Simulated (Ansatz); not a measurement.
Write a Python script for the Ansatz DFT code, driven from Python that makes a short molecular-dynamics run of CHBrCl2, SMILES ClC(Cl)Br. Settings (for the species named): B3LYP, def2-SVP basis, multiplicity 1, D4 dispersion.

```yaml
atoms:
  - { symbol: Cl, position_ang: [-0.5244, 0.1127, 1.6562] }
  - { symbol: C, position_ang: [0.0803, 0.0929, 0.0063] }
  - { symbol: Cl, position_ang: [1.1740, -1.2512, -0.1993] }
  - { symbol: Br, position_ang: [-1.2878, -0.0529, -1.2799] }
  - { symbol: H, position_ang: [0.6079, 1.0248, -0.2246] }
```

Script `run_md.py`:
```python
import ansatz as az
import numpy as np

chbrcl2 = (
    az.Crystal.molecule()
    .atom('Cl', [-0.5244, 0.1127, 1.6562])
    .atom('C', [0.0803, 0.0929, 0.0063])
    .atom('Cl', [1.174, -1.2512, -0.1993])
    .atom('Br', [-1.2878, -0.0529, -1.2799])
    .atom('H', [0.6079, 1.0248, -0.2246])
)

calculation = chbrcl2.calculation().basis(gaussian='def2-SVP').functional('b3lyp', dispersion='d4')
symbols = [site.symbol for site in chbrcl2.cartesian_sites]
start = np.array([site.position_ang for site in chbrcl2.cartesian_sites], dtype=float)
data = calculation.relax(force_tolerance=0.02).run(threads=1, pin='off').report
end = np.array(data['positions_ang'])
minimum = az.Crystal.molecule()
for symbol, place in zip(symbols, end):
    minimum = minimum.atom(symbol, place.tolist())

calculation = (
    minimum.calculation()
    .basis(gaussian='def2-SVP')
    .functional('b3lyp', dispersion='d4')
    .md('nvt_langevin', timestep=0.25, steps=40, temperature=300, initial_velocities='maxwell_boltzmann', seed=12, friction=0.02)
)
frames = []
out = calculation.session().plan().execute(on_event=lambda e: frames.append(e['data']) if e['event'] == 'md_step' else None)
print('t (fs)   E_pot (eV)      E_kin (eV)   T (K)   d(0-1) (A)')
for f in frames[::1]:
    xyz = np.array(f['positions_ang'])
    print(f'{f["time_fs"]:6.2f} {f["lagrangian_ev"]:14.5f} {f["e_kin_ev"]:10.5f} {f["temperature_k"]:8.1f} {np.linalg.norm(xyz[0] - xyz[1]):9.4f}')
print('mean temperature', round(float(np.mean([f['temperature_k'] for f in frames])), 1), 'K')
symbols = [site.symbol for site in chbrcl2.cartesian_sites]
with open('last_frame.xyz', 'w') as handle:
    handle.write(f'{len(symbols)}\nt = {frames[-1]["time_fs"]} fs\n')
    handle.writelines('{:2s} {:10.5f} {:10.5f} {:10.5f}\n'.format(s, *xyz) for s, xyz in zip(symbols, frames[-1]['positions_ang']))
```

`python run_md.py` gives:
```text
t (fs)   E_pot (eV)      E_kin (eV)   T (K)   d(0-1) (A)
  0.00   -96128.97426    0.15511    240.0    1.7763
  0.25   -96128.97393    0.15687    242.7    1.7771
  0.50   -96128.97293    0.14847    229.7    1.7780
  0.75   -96128.97137    0.15561    240.8    1.7788
  1.00   -96128.96960    0.14943    231.2    1.7795
  1.25   -96128.96761    0.15837    245.0    1.7802
  1.50   -96128.96515    0.16286    252.0    1.7808
  1.75   -96128.96244    0.16139    249.7    1.7814
  2.00   -96128.95947    0.15053    232.9    1.7818
  2.25   -96128.95647    0.15096    233.6    1.7821
  2.50   -96128.95377    0.16027    248.0    1.7824
  2.75   -96128.95142    0.15955    246.9    1.7827
  3.00   -96128.94949    0.16047    248.3    1.7830
  3.25   -96128.94795    0.15943    246.7    1.7833
  3.50   -96128.94689    0.16143    249.8    1.7837
  3.75   -96128.94625    0.15833    245.0    1.7841
  4.00   -96128.94558    0.14185    219.5    1.7843
  4.25   -96128.94437    0.14204    219.8    1.7845
  4.50   -96128.94260    0.13991    216.5    1.7847
  4.75   -96128.94024    0.13972    216.2    1.7851
  5.00   -96128.93732    0.12693    196.4    1.7854
  5.25   -96128.93401    0.13212    204.4    1.7854
  5.50   -96128.93024    0.13050    201.9    1.7855
  5.75   -96128.92624    0.11347    175.6    1.7855
  6.00   -96128.92224    0.09817    151.9    1.7854
  6.25   -96128.91833    0.08921    138.0    1.7853
  6.50   -96128.91464    0.08058    124.7    1.7849
  6.75   -96128.91127    0.07518    116.3    1.7844
  7.00   -96128.90816    0.07746    119.8    1.7838
  7.25   -96128.90538    0.07149    110.6    1.7834
  7.50   -96128.90311    0.06607    102.2    1.7830
  7.75   -96128.90203    0.06692    103.5    1.7827
  8.00   -96128.90209    0.07144    110.5    1.7823
  8.25   -96128.90289    0.07163    110.8    1.7818
  8.50   -96128.90459    0.08052    124.6    1.7814
  8.75   -96128.90699    0.09087    140.6    1.7809
  9.00   -96128.90954    0.08041    124.4    1.7803
  9.25   -96128.91185    0.08835    136.7    1.7798
  9.50   -96128.91421    0.09127    141.2    1.7791
  9.75   -96128.91686    0.09839    152.2    1.7784
 10.00   -96128.91959    0.11028    170.6    1.7775
mean temperature 188.1 K
```

File `last_frame.xyz` afterwards:
```text
5
t = 10.0 fs
Cl   -0.55970    0.11540    1.63609
C     0.09941    0.07175   -0.01413
Cl    1.21446   -1.23586   -0.19729
Br   -1.34962   -0.01039   -1.29881
H     0.65420    0.99101   -0.26905
```

Total energies depend on the basis set; only differences at equal settings carry meaning. The trajectory is only some femtoseconds long, so its temperature is not equilibrated; where the script doesn't relax first, it starts from a rough generated geometry. b3lyp holds the VWN-RPA fit, as in Gaussian; the form of ORCA and Turbomole is b3lyp5. The printed temperature counts all 3N degrees of freedom under Langevin dynamics, so the first row lies under the target. Finished in 2.1 min on 1 thread of Arm Neoverse V2, with other jobs on the host, peak memory 0.27 GiB.

(Lines on the test bed's own set-up are left out of the output.)
